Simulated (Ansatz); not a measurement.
# CH5BGeO: basis-set convergence

How large a basis does CH5BGeO need? Two functionals are run in growing sets.

Computed with Ansatz 0.2.0, Gaussian basis. Level: one geometry, several basis sets.

Levels to be run: PBE0-D4/def2-SVP; ωB97M-V/def2-SVP; PBE0-D4/def2-QZVPP; ωB97M-V/def2-QZVPP; the functionals' def2-TZVPP values are taken from earlier runs.

**1. The geometry**

All runs share one geometry, relaxed beforehand with PBE0-D4 in a triple-zeta def2 set.

SMILES `O=C[BH][GeH3]`, 9 atoms, charge 0, spin multiplicity 1.

Atoms are counted from 1 here; the program's logs count them from 0.

Bond lengths: O1–C2 1.222 Å, C2–B3 1.536 Å, C2–H5 1.104 Å, B3–Ge4 2.059 Å, B3–H6 1.194 Å, Ge4–H7 1.537 Å, Ge4–H8 1.543 Å, Ge4–H9 1.538 Å. Angles: O1–C2–B3 99.6°, O1–C2–H5 121.9°, B3–C2–H5 138.5°, C2–B3–Ge4 120.9°, C2–B3–H6 117.3°, Ge4–B3–H6 121.4°, B3–Ge4–H7 111.7°, B3–Ge4–H8 107.8°, B3–Ge4–H9 112.8°, H7–Ge4–H8 107.5°, H7–Ge4–H9 108.8°, H8–Ge4–H9 107.9°.

**2. PBE0-D4 in def2-SVP**

in.yaml reads:

```yaml
crystal:
  periodic: [false, false, false]
  atoms:
    - {symbol: O, position_ang: [0.029204, 2.199297, 0.167680]}
    - {symbol: C, position_ang: [-0.939754, 1.459839, 0.079667]}
    - {symbol: B, position_ang: [-0.352417, 0.191185, 0.714844]}
    - {symbol: Ge, position_ang: [0.719194, -1.157724, -0.413556]}
    - {symbol: H, position_ang: [-1.891284, 1.796754, -0.367528]}
    - {symbol: H, position_ang: [-0.418678, 0.093658, 1.903055]}
    - {symbol: H, position_ang: [2.094873, -1.452033, 0.205880]}
    - {symbol: H, position_ang: [-0.070322, -2.482634, -0.440937]}
    - {symbol: H, position_ang: [0.917684, -0.694644, -1.866206]}
basis:
  gaussian: {orbitals: def2-SVP}
hamiltonian: {xc: pbe0, dispersion: d4}
output: {orbitals: {seedname: orbitals}}
```

Launch:

```bash
ansatz run in.yaml --threads 2 --pin off --events-out ev --progress --plain --max-ram 4352MiB
```

After this run come: ωB97M-V in def2-SVP; PBE0-D4 in def2-QZVPP; ωB97M-V in def2-QZVPP.

**Question.** What will the summary of the whole plan be? Wanted: PBE0-D4: double and triple zeta above quadruple; ωB97M-V: double and triple zeta above quadruple.

**Answer**, as computed:

| quantity | value |
| --- | --- |
| PBE0-D4: double and triple zeta above quadruple | 12.91, 1.43 eV |
| ωB97M-V: double and triple zeta above quadruple | 13.04, 1.39 eV |

What this shows: PBE0-D4 gains 11.48 eV from double to triple zeta, then 1.43 eV more. Total energies overstate the basis error of differences, where much of it tends to cancel.
